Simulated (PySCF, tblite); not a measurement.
# CH10GeO2Si2, a small molecule taken as a stand-in for a surface group: NMR shifts, core binding energies and electronic excitations, part 1 of 2

Aim: the NMR shifts, core binding energies and electronic excitations of `[CH3][GeH]([O][SiH3])[O][SiH3]`.

Computed with tblite 0.8.0 and PySCF 2.14.0; each step states its level. No surroundings beyond the atoms listed, unless a continuum is named. Atoms count from 0, parts from 1.

### Step 1. The system as given

16 atoms, charge 0, multiplicity 1; geometry: distance geometry start.

### Step 2. Geometry optimisation with GFN2-xTB

Job settings and geometry (Å):

```
{"job": {"kind": "relax", "xc": "GFN2-xTB", "basis": "xTB"}, "charge": 0, "multiplicity": 1}
Ge     0.777198     1.830720    -1.170809
C      1.316826     2.933921     0.309613
O     -1.006472     1.406394    -1.010423
Si    -1.760160     0.513637     0.298004
O      1.787597     0.243091    -1.158210
Si     1.217666    -1.330304    -1.731317
H      1.046814     2.550349    -2.463270
H      2.156412     3.442603     0.060649
H      0.553620     3.590512     0.532138
H      1.544239     2.341591     1.130764
H     -2.633279     1.360973     1.047256
H     -2.494481    -0.593262    -0.232894
H     -0.729668     0.009073     1.184885
H      0.542578    -1.149852    -2.988032
H      2.318985    -2.184767    -1.911503
H      0.316699    -1.874718    -0.806052
```

Level: GFN2-xTB geometry optimisation, gas phase.

Launch:

```
$ OMP_NUM_THREADS=1 python cluster_run.py task.json out
```

The driver reads the jobs from task.json and runs them one after another.

The log of the run:

```text
step      E/eV     max force
  0    -568.16216    3.198
  1    -568.70789    1.525
  2    -568.88513    0.862
  3    -568.92917    0.667
  4    -569.04447    1.145
  5    -569.08585    1.018
  6    -569.18069    0.358
  7    -569.19163    0.361
  8    -569.23272    0.358
  9    -569.24332    0.257
 10    -569.25344    0.232
 11    -569.25950    0.188
 12    -569.26542    0.229
 13    -569.26964    0.213
 14    -569.27402    0.168
 15    -569.27807    0.174
 16    -569.28128    0.129
 17    -569.28329    0.121
 18    -569.28487    0.097
 19    -569.28667    0.107
 20    -569.28914    0.118
 21    -569.29204    0.133
 22    -569.29463    0.141
 23    -569.29679    0.123
 24    -569.29916    0.123
 25    -569.30236    0.162
 26    -569.30655    0.231
 27    -569.31109    0.220
 28    -569.31483    0.176
 29    -569.31753    0.152
 30    -569.31995    0.122
 31    -569.32229    0.129
 32    -569.32432    0.127
 33    -569.32632    0.123
 34    -569.32872    0.166
 35    -569.33178    0.235
 36    -569.33501    0.233
 37    -569.33731    0.146
 38    -569.33864    0.078
 39    -569.33990    0.109
 40    -569.34156    0.129
 41    -569.34310    0.133
 42    -569.34395    0.068
 43    -569.34433    0.063
 44    -569.34473    0.083
 45    -569.34543    0.105
 46    -569.34643    0.128
 47    -569.34735    0.085
 48    -569.34786    0.056
 49    -569.34813    0.044
 50    -569.34836    0.056
 51    -569.34864    0.044
 52    -569.34887    0.027
 53    -569.34902    0.028
 54    -569.34916    0.032
 55    -569.34930    0.030
 56    -569.34943    0.024
 57    -569.34957    0.023
 58    -569.34970    0.025
 59    -569.34980    0.024
 60    -569.34988    0.020
 61    -569.34995    0.021
 62    -569.35006    0.024
 63    -569.35022    0.036
 64    -569.35041    0.036
 65    -569.35055    0.028
 66    -569.35065    0.029
 67    -569.35076    0.030
 68    -569.35093    0.040
 69    -569.35117    0.048
 70    -569.35138    0.035
 71    -569.35150    0.017
 72    -569.35156    0.019
 73    -569.35163    0.022
 74    -569.35173    0.028
 75    -569.35184    0.026
 76    -569.35195    0.023
 77    -569.35206    0.029
 78    -569.35220    0.046
 79    -569.35242    0.065
 80    -569.35276    0.077
 81    -569.35316    0.072
 82    -569.35351    0.052
 83    -569.35376    0.042
 84    -569.35397    0.049
 85    -569.35422    0.052
 86    -569.35455    0.049
 87    -569.35483    0.044
 88    -569.35503    0.039
 89    -569.35530    0.034
 90    -569.35559    0.040
 91    -569.35590    0.050
 92    -569.35615    0.051
 93    -569.35634    0.038
 94    -569.35646    0.030
 95    -569.35654    0.026
 96    -569.35663    0.031
 97    -569.35673    0.026
 98    -569.35684    0.024
 99    -569.35690    0.020
100    -569.35697    0.020
101    -569.35704    0.022
102    -569.35715    0.033
103    -569.35728    0.043
104    -569.35743    0.043
105    -569.35756    0.031
106    -569.35767    0.026
107    -569.35777    0.024
108    -569.35786    0.028
109    -569.35793    0.027
110    -569.35795    0.022
111    -569.35802    0.015
112    -569.35805    0.014
113    -569.35812    0.019
114    -569.35817    0.017
115    -569.35822    0.013
116    -569.35825    0.011
117    -569.35828    0.011
118    -569.35830    0.013
119    -569.35833    0.018
120    -569.35837    0.016
121    -569.35841    0.016
122    -569.35844    0.017
123    -569.35848    0.017
124    -569.35852    0.015
125    -569.35858    0.018
126    -569.35867    0.019
127    -569.35880    0.032
128    -569.35894    0.043
129    -569.35911    0.047
130    -569.35939    0.050
131    -569.35983    0.056
132    -569.36037    0.047
133    -569.36083    0.043
134    -569.36110    0.055
135    -569.36134    0.052
136    -569.36164    0.081
137    -569.36195    0.085
138    -569.36272    0.085
139    -569.36325    0.045
140    -569.36363    0.054
141    -569.36389    0.043
142    -569.36417    0.054
143    -569.36430    0.044
144    -569.36444    0.036
145    -569.36464    0.035
146    -569.36481    0.044
147    -569.36508    0.038
148    -569.36528    0.042
149    -569.36547    0.036
150    -569.36566    0.028
151    -569.36580    0.034
152    -569.36604    0.041
153    -569.36622    0.041
154    -569.36640    0.043
155    -569.36659    0.040
156    -569.36682    0.034
157    -569.36701    0.033
158    -569.36713    0.027
159    -569.36724    0.029
160    -569.36735    0.025
161    -569.36746    0.026
162    -569.36756    0.029
163    -569.36764    0.029
164    -569.36769    0.013
165    -569.36773    0.014
166    -569.36777    0.017
167    -569.36781    0.022
168    -569.36785    0.019
169    -569.36789    0.018
170    -569.36792    0.015
171    -569.36794    0.016
172    -569.36796    0.013
173    -569.36799    0.011
174    -569.36801    0.009
175    -569.36802    0.010
176    -569.36803    0.010
177    -569.36805    0.011
178    -569.36806    0.012
179    -569.36809    0.012
180    -569.36811    0.017
181    -569.36815    0.020
182    -569.36820    0.026
183    -569.36827    0.032
184    -569.36836    0.029
185    -569.36846    0.021
186    -569.36856    0.024
187    -569.36869    0.030
188    -569.36886    0.039
189    -569.36906    0.045
190    -569.36921    0.039
191    -569.36931    0.023
192    -569.36937    0.021
193    -569.36941    0.027
194    -569.36947    0.024
195    -569.36952    0.016
196    -569.36954    0.014
197    -569.36957    0.014
198    -569.36961    0.013
199    -569.36966    0.015
200    -569.36969    0.015
201    -569.36969    0.015
202    -569.36979    0.003
```

Wall time 6.3 s (1 thread of Arm Neoverse V1, shared host).

The steps of the relaxation:

| step | energy from step 0 (eV) | largest force (eV/Å) |
| --- | --- | --- |
| 0 | 0.0000 | 3.1981 |
| 8 | -1.0706 | 0.3580 |
| 16 | -1.1191 | 0.1292 |
| 24 | -1.1370 | 0.1233 |
| 32 | -1.1622 | 0.1270 |
| 40 | -1.1794 | 0.1290 |
| 48 | -1.1857 | 0.0559 |
| 56 | -1.1873 | 0.0239 |
| 64 | -1.1883 | 0.0364 |
| 72 | -1.1894 | 0.0188 |
| 80 | -1.1906 | 0.0771 |
| 88 | -1.1929 | 0.0390 |
| 96 | -1.1945 | 0.0309 |
| 104 | -1.1953 | 0.0431 |
| 112 | -1.1959 | 0.0146 |
| 120 | -1.1962 | 0.0156 |
| 128 | -1.1968 | 0.0430 |
| 136 | -1.1995 | 0.0810 |
| 144 | -1.2023 | 0.0362 |
| 152 | -1.2039 | 0.0410 |
| 160 | -1.2052 | 0.0251 |
| 168 | -1.2057 | 0.0190 |
| 176 | -1.2059 | 0.0101 |
| 184 | -1.2062 | 0.0291 |
| 192 | -1.2072 | 0.0214 |
| 200 | -1.2075 | 0.0149 |
| 202 | -1.2076 | 0.0032 |

Distances of close pairs at the start and the end, largest changes first:

```
   bond  before (Å)  after (Å)  change (Å)
 O4–Si5       1.769      1.623      -0.146
 Ge0–O4       1.882      1.736      -0.146
 O2–Si3       1.754      1.623      -0.131
 Ge0–O2       1.840      1.739      -0.102
  C1–H7       1.013      1.086      +0.073
Si5–H15       1.402      1.467      +0.066
Si5–H14       1.406      1.462      +0.057
  C1–H8       1.031      1.086      +0.055
```

### Step 3. Geometry optimisation at PBE0-D3(BJ)/def2-SVP

Job settings and geometry (Å):

```
{"job": {"xc": "PBE0", "basis": "def2-SVP", "d3": "d3bj", "grid": 2, "kind": "geom", "shake": 0.01}, "charge": 0, "multiplicity": 1}
Ge     0.245885     1.115242    -0.620451
C      1.319356     1.798990     0.869325
O     -1.398899     0.771266    -0.072194
Si    -2.228458    -0.314532     0.749181
O      0.912471    -0.335465    -1.250919
Si     0.994398    -1.937236    -1.085766
H      0.003442     1.983939    -1.849744
H      2.351860     2.020240     0.531388
H      0.892774     2.714436     1.308686
H      1.364416     1.042258     1.660371
H     -3.540440     0.384428     0.920218
H     -2.373551    -1.546684    -0.024179
H     -1.660193    -0.597084     2.037201
H     -0.085768    -2.536402    -1.880263
H      2.328243    -2.250675    -1.601242
H      0.863013    -2.324037     0.330535
```

The log of the run:

```text
step   0  E = -2849.35894022  max force = 0.037670
step   1  E = -2849.37121921  max force = 0.010022
step   2  E = -2849.37174048  max force = 0.003614
step   3  E = -2849.37183899  max force = 0.001480
step   4  E = -2849.37190025  max force = 0.001446
step   5  E = -2849.37192989  max force = 0.001064
step   6  E = -2849.37194529  max force = 0.000430
step   7  E = -2849.37195718  max force = 0.000632
step   8  E = -2849.37197774  max force = 0.000969
step   9  E = -2849.37200147  max force = 0.001185
step  10  E = -2849.37202237  max force = 0.001174
step  11  E = -2849.37204789  max force = 0.000723
step  12  E = -2849.37207630  max force = 0.000583
step  13  E = -2849.37207981  max force = 0.000543
step  14  E = -2849.37208522  max force = 0.000287
optimisation converged
```

Wall time 4.6 min (1 thread of Arm Neoverse V1, shared host); peak memory 0.82 GiB.

Step by step:

```
step  energy from step 0 (eV)  largest force component (eV/Å)
   0                   0.0000                          1.9371
   1                  -0.3341                          0.5154
   2                  -0.3483                          0.1858
   3                  -0.3510                          0.0761
   4                  -0.3527                          0.0744
   5                  -0.3535                          0.0547
   6                  -0.3539                          0.0221
   7                  -0.3542                          0.0325
   8                  -0.3548                          0.0498
   9                  -0.3554                          0.0609
  10                  -0.3560                          0.0604
  11                  -0.3567                          0.0372
  12                  -0.3575                          0.0300
  13                  -0.3575                          0.0279
  14                  -0.3577                          0.0148
```

Close pairs (by a distance rule), those that changed most:

```csv
bond,before (Å),after (Å),change (Å)
Si3–H12,1.436,1.498,+0.063
O2–Si3,1.594,1.656,+0.062
Ge0–O4,1.717,1.772,+0.056
O4–Si5,1.612,1.657,+0.045
Si3–H11,1.462,1.496,+0.034
Si5–H14,1.464,1.492,+0.028
Ge0–C1,1.959,1.933,-0.026
Si5–H15,1.474,1.500,+0.026
```

The final coordinates are the input of the step that follows.

| at the end point | value |
| --- | --- |
| point group (found at 0.08 Å tolerance) | C1 |
| rotational constants (GHz, main isotopes) | 1.574, 1.271, 0.844 |
| dipole moment (D) | 1.82 |

### Step 4. Nuclear shieldings: PBE0/pcSseg-1

Job settings and geometry (Å):

```
{"job": {"kind": "nmr", "xc": "PBE0", "basis": "pcSseg-1"}, "charge": 0, "multiplicity": 1}
Ge     0.243267     1.192071    -0.715564
C      1.277130     1.634068     0.857304
O     -1.418077     0.799396    -0.235190
Si    -2.201110    -0.206713     0.821964
O      0.934384    -0.252941    -1.473615
Si     0.966014    -1.881299    -1.166558
H      0.139646     2.257081    -1.808832
H      2.320492     1.839457     0.578408
H      0.857268     2.520085     1.354679
H      1.258481     0.789961     1.561994
H     -3.619331     0.237344     0.939329
H     -2.165182    -1.621229     0.337731
H     -1.561063    -0.162796     2.176125
H     -0.162654    -2.579433    -1.850891
H      2.259569    -2.435788    -1.661109
H      0.859428    -2.141142     0.306619
```

With the program's defaults for keys left out, this is: GIAO PBE0/pcSseg-1 NMR shielding, non-relativistic, gas phase.

The log of the run:

```text
coarse grid: 60504 points
cycle   1  E = -2849.4385888891  dE = -3.781e-01  |g| = 1.391e+00  |ddm| = 3.676e+00
cycle   2  E = -2848.9425343643  dE =  4.961e-01  |g| = 2.116e+00  |ddm| = 2.293e+00
cycle   3  E = -2849.6770669872  dE = -7.345e-01  |g| = 2.859e-01  |ddm| = 1.751e+00
cycle   4  E = -2849.6908372935  dE = -1.377e-02  |g| = 8.581e-02  |ddm| = 2.526e-01
cycle   5  E = -2849.6917910341  dE = -9.537e-04  |g| = 9.205e-03  |ddm| = 5.672e-02
cycle   6  E = -2849.6918073588  dE = -1.632e-05  |g| = 3.485e-03  |ddm| = 1.072e-02
cycle   7  E = -2849.6918095273  dE = -2.168e-06  |g| = 1.294e-03  |ddm| = 3.207e-03
final grid: 124240 points
cycle   8  E = -2849.6918551193  dE =  4.273e-07  |g| = 2.126e-03  |ddm| = 2.947e-03
cycle   9  E = -2849.6918533049  dE =  1.814e-06  |g| = 3.824e-03  |ddm| = 3.894e-03
cycle  10  E = -2849.6918559372  dE = -2.632e-06  |g| = 1.926e-04  |ddm| = 2.512e-03
cycle  11  E = -2849.6918559450  dE = -7.822e-09  |g| = 2.078e-05  |ddm| = 1.564e-04
cycle  12  E = -2849.6918559451  dE = -9.140e-11  |g| = 3.576e-06  |ddm| = 2.050e-05
converged SCF energy = -2849.6918559451

GIAO shielding tensors (ppm)
atom      isotropic    diamagn.    paramagn.     s11        s22        s33       span
  0 Ge    1282.622    2756.600   -1473.979   1210.910   1268.293   1368.662    157.752
  1 C      183.913     255.061     -71.148    172.888    185.681    193.170     20.283
  2 O      290.204     403.976    -113.772    213.800    303.279    353.533    139.733
  3 Si     390.101     879.906    -489.805    340.661    357.256    472.385    131.724
  4 O      291.648     403.555    -111.907    228.922    290.896    355.127    126.205
  5 Si     388.988     879.733    -490.745    338.840    361.096    467.027    128.187
  6 H       25.815      27.544      -1.729     19.420     19.947     38.079     18.659
  7 H       30.885      29.244       1.641     26.055     27.821     38.779     12.724
  8 H       30.907      29.396       1.511     26.076     27.840     38.803     12.727
  9 H       30.351      33.427      -3.075     25.672     28.776     36.605     10.933
 10 H       26.198      28.480      -2.282     22.774     23.988     31.831      9.058
 11 H       26.069      30.715      -4.646     22.362     25.248     30.598      8.236
 12 H       26.143      30.698      -4.555     22.586     25.028     30.816      8.229
 13 H       26.176      29.643      -3.467     22.960     24.258     31.310      8.350
 14 H       26.240      28.579      -2.339     22.773     24.127     31.819      9.047
 15 H       26.118      31.733      -5.615     22.796     25.206     30.351      7.554
```

Run time: 30 s. Hardware: 1 thread of Arm Neoverse V1, shared host; peak memory 0.98 GiB.

The references, computed at this level on geometries of the same kind, shield at (ppm): ¹H TMS 31.27, ¹³C TMS 184.4, ²⁹Si TMS 352.0, ¹⁷O H2O 334.6, ⁷³Ge GeMe4 1330. Their shielding less the atom's gives the shift. The references are single molecules in the gas phase, so shifts against H2O, NH3, PH3, H3PO4 or CFCl3 are not on the usual liquid scales and can be off by tens of ppm.

```
atoms                               environment  σ (ppm)  δ (ppm)
   C1                  carbon bonded to Ge, 3 H    183.9      0.5
   H6  hydrogen on a germanium bonded to C, 2 O    25.82     5.45
  H11         hydrogen on a silicon bonded to O    26.07     5.20
  H15         hydrogen on a silicon bonded to O    26.12     5.15
  H12         hydrogen on a silicon bonded to O    26.14     5.12
  H13         hydrogen on a silicon bonded to O    26.18     5.09
  H10         hydrogen on a silicon bonded to O    26.20     5.07
  H14         hydrogen on a silicon bonded to O    26.24     5.03
   H9         hydrogen on a carbon bonded to Ge    30.35     0.92
   H7         hydrogen on a carbon bonded to Ge    30.89     0.38
   H8         hydrogen on a carbon bonded to Ge    30.91     0.36
  Ge0             germanium bonded to C, 2 O, H     1283       48
   O2                   oxygen bonded to Ge, Si    290.2     44.4
   O4                   oxygen bonded to Ge, Si    291.6     42.9
  Si5                  silicon bonded to O, 3 H    389.0    -37.0
  Si3                  silicon bonded to O, 3 H    390.1    -38.1
```

The run also stored atomic charges by several schemes (e):

| atoms | Mulliken | IAO | Hirshfeld | ESP fit |
| --- | --- | --- | --- | --- |
| Ge0 | 1.15 | 1.20 | 0.53 | 0.99 |
| C1 | -0.59 | -0.71 | -0.20 | -0.78 |
| O2 | -0.85 | -0.85 | -0.33 | -0.59 |
| Si3 | 0.69 | 0.84 | 0.37 | 0.64 |
| O4 | -0.85 | -0.85 | -0.34 | -0.58 |
| Si5 | 0.69 | 0.84 | 0.36 | 0.62 |

Mayer bond orders: Ge0–C1 1.00, Ge0–O2 0.74, O2–Si3 0.95, Ge0–O4 0.76, O4–Si5 0.94.

(Continued in part 2 of 2.)
